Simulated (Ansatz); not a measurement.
# H2Sb: the cost of one run

Computed with Ansatz 0.2.0, Gaussian basis. Level: the settings change from run to run.

20 further runs of the same task are left out: 7 that didn't finish, 13 set aside as unsound or not needed.

## (1) The system

The geometry is a PBE0/def2-TZVPD stationary point (not a proven minimum) of the parent state, kept for this charge and spin. No spin-orbit coupling is included. Elements past krypton take def2 core potentials.

3 atoms, charge 0, spin multiplicity 2.

Atoms are counted from 1 here; the program's logs count them from 0.

Bond lengths: Sb1–H2 2.111 Å, Sb1–H3 2.111 Å. Angles: H2–Sb1–H3 180.0°.

As a file:

```
Sb    0.0000    0.0000    0.0000
H     0.0000    0.0000   -2.1109
H     0.0000    0.0000    2.1109
```

## (2) CCSDT(Q)/def2-mTZVP

in.yaml reads:

```yaml
crystal:
  periodic: [false, false, false]
  atoms:
    - {symbol: Sb, position_ang: [0.000000, 0.000000, 0.000000]}
    - {symbol: H, position_ang: [0.000000, 0.000000, -2.110900]}
    - {symbol: H, position_ang: [0.000000, 0.000000, 2.110900]}
basis:
  gaussian: {orbitals: def2-mTZVP}
magnetization: {spin_polarized: true, initial_magnetization: 1}
hamiltonian: {xc: {name: r2SCAN}, pseudopotentials: {relativity: none}}
correlation: {method: ccsdt_q, electrons: outside_noble_gas}
scf: {lower_state_search: off}
output: {forces: true}
```

Command:

```bash
$ ansatz run in.yaml --threads 1 --pin off --events-out ev --progress --plain --max-ram 2393MiB
```

What time and memory should one allow on 1 thread of Arm Neoverse V1, shared host?

About 56 s, with a peak of 0.71 GiB.
